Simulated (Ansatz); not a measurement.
**CH5ClSeSi: a ladder of functionals and wavefunction methods**

The task here is to estimate one member of a computed series from the others.

Method: functionals in def2-TZVPP, the program's frozen cores in correlated methods; program: Ansatz 0.2.0, Gaussian basis.

Levels to be run: LDA (SPW92), PBE-D4, revPBE-D4, BLYP-D4, r2SCAN-D4, B97M-V, PBE0-D4, B3LYP-D4, r2SCANh-D4, r2SCAN0-D4, HSE06-D4, BHLYP-D4, CAM-B3LYP-D4, LC-ωPBE, ωB97X-V, ωB97M-V, B2PLYP, PBE-QIDH; CCSD(T)/def2-SVP; CCSD(T)/def2-TZVPP; MP2/def2-QZVPP; extrapolation to the limit; RPA on PBE.

## Structure used throughout

An earlier PBE0-D4 in a triple-zeta def2 set relaxation fixed the geometry.

9 atoms, charge 0, spin multiplicity 1.

Atoms are counted from 1 here; the program's logs count them from 0.

Bond lengths: C1–Se2 1.958 Å, C1–H5 1.088 Å, C1–H6 1.088 Å, C1–H7 1.088 Å, Se2–Si3 2.249 Å, Si3–Cl4 2.061 Å, Si3–H8 1.480 Å, Si3–H9 1.482 Å. Angles: Se2–C1–H5 106.2°, Se2–C1–H6 110.2°, Se2–C1–H7 109.9°, H5–C1–H6 109.7°, H5–C1–H7 109.8°, H6–C1–H7 110.9°, C1–Se2–Si3 96.6°, Se2–Si3–Cl4 112.4°, Se2–Si3–H8 107.0°, Se2–Si3–H9 111.0°, Cl4–Si3–H8 108.8°, Cl4–Si3–H9 105.7°, H8–Si3–H9 112.0°.

The first run:

File in.yaml:

```yaml
crystal:
  periodic: [false, false, false]
  atoms:
    - {symbol: C, position_ang: [0.022092, 1.268733, -0.976225]}
    - {symbol: Se, position_ang: [1.457518, 0.211903, -0.164845]}
    - {symbol: Si, position_ang: [0.127025, -1.162262, 1.018370]}
    - {symbol: Cl, position_ang: [-1.058043, -2.340248, -0.187620]}
    - {symbol: H, position_ang: [0.509412, 2.017179, -1.598121]}
    - {symbol: H, position_ang: [-0.566802, 1.759376, -0.204070]}
    - {symbol: H, position_ang: [-0.604771, 0.629282, -1.593713]}
    - {symbol: H, position_ang: [1.011261, -2.037935, 1.818557]}
    - {symbol: H, position_ang: [-0.809192, -0.392430, 1.870467]}
basis:
  gaussian: {orbitals: def2-TZVPP}
hamiltonian: {xc: lda}
output: {orbitals: {seedname: orbitals}}
```

Among the steps run: LDA; PBE-D4 (GGA); revPBE-D4 (GGA); BLYP-D4 (GGA); r2SCAN-D4 (meta-GGA); B97M-V (meta-GGA); PBE0-D4 (hybrid); B3LYP-D4 (hybrid); r2SCANh-D4 (hybrid); r2SCAN0-D4 (hybrid); HSE06-D4 (hybrid); BHLYP-D4 (hybrid); CAM-B3LYP-D4 (range-separated); LC-ωPBE-D4 (range-separated; the results give it without D4); ωB97X-V (range-separated); ωB97M-V (range-separated); B2PLYP (double hybrid); PBE-QIDH (double hybrid).

One table of the session follows, with a row left open; its other results are not shown here.

It belongs to the step «Frontier levels by functional». 

```
  functional  HOMO (eV)  gap (eV)
 LDA (SPW92)      -5.94      4.48
      PBE-D4      -5.81      4.56
   revPBE-D4      -5.76      4.60
     BLYP-D4      -5.64      4.51
   r2SCAN-D4      -6.07      5.09
      B97M-V      -6.17      5.13
     PBE0-D4          ?         ?
    B3LYP-D4      -6.70      6.11
  r2SCANh-D4      -6.48      5.82
  r2SCAN0-D4      -7.11      6.90
    HSE06-D4      -6.55      5.80
    BHLYP-D4      -7.91      8.47
CAM-B3LYP-D4      -8.21      8.88
     LC-ωPBE      -9.57     11.41
     ωB97X-V      -9.22     10.93
     ωB97M-V      -9.09     10.56
```

Q: Estimate the row for PBE0-D4 from the others.

**Answer.** HOMO (eV): -6.94; gap (eV): 6.57. In the column «HOMO (eV)» it lies between r2SCAN0-D4 (-7.11) and B3LYP-D4 (-6.70).
